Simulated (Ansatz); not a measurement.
# Ta (Ta, dhcp): the cost of one run

Method: DFT BLYP, plane waves (420 eV) with PAW, scalar-relativistic; the PAW data stem from PBE, with regenerated cores, in Ansatz 0.2.0.

### Step 1. Starting point

The structure is hexagonal, space group P6_3/mmc (No. 194). Conventional cell: a = 2.945 Å, b = 2.945 Å, c = 9.619 Å, α = 90.00°, β = 90.00°, γ = 120.00°. Around Ta (site symmetry -3m) lie 12 Ta at 2.95 Å. Ta (site symmetry -6m2) has 12 Ta at 2.95 Å as nearest neighbours.

As a file:

```
CELL_PARAMETERS angstrom
2.94513 0.00000 0.00000
-1.47256 2.55056 0.00000
0.00000 0.00000 9.61879
ATOMIC_POSITIONS crystal
Ta 0.00000 0.00000 0.00000
Ta 0.00000 0.00000 0.50000
Ta 0.33333 0.66667 0.25000
Ta 0.66667 0.33333 0.75000
```

### Step 2. Relaxing cell and atoms

File input.yaml:

```yaml
crystal:
  lattice:
    - [2.9451288715, 0.0, 0.0]
    - [-1.4725644358, 2.5505564202, 0.0]
    - [0.0, 0.0, 9.6187908944]
  atoms:
    - { symbol: Ta, position: [0.0, 0.0, 0.0] }
    - { symbol: Ta, position: [0.0, 0.0, 0.5] }
    - { symbol: Ta, position: [0.3333333333, 0.6666666667, 0.25] }
    - { symbol: Ta, position: [0.6666666667, 0.3333333333, 0.75] }
hamiltonian:
  xc: blyp
  pseudopotentials:
    kind: paw
    azcp:
      Ta: "pseudopotentials/Ta.paw.azcp"
basis:
  ecutwfc: 420
  fft_grid_basis: typed
kpoints:
  mp_grid: { grid: [12, 12, 4], shift: [0, 0, 0] }
magnetization:
  spin_polarized: false
scf:
  occupations: { method: fermi_dirac, width: 0.1 }
relax:
  max_steps: 60
  f_tol: 0.01
  cell: {}
```

Command:

```sh
ansatz run input.yaml --threads 2 --pin off --max-ram 5120MiB --backend cpu --events-out ev --progress --plain --runs-dir out
```

Q: Estimate wall time and peak memory on 2 threads of Arm Neoverse V2, shared host.

About 26 s, with a peak of 0.42 GiB.
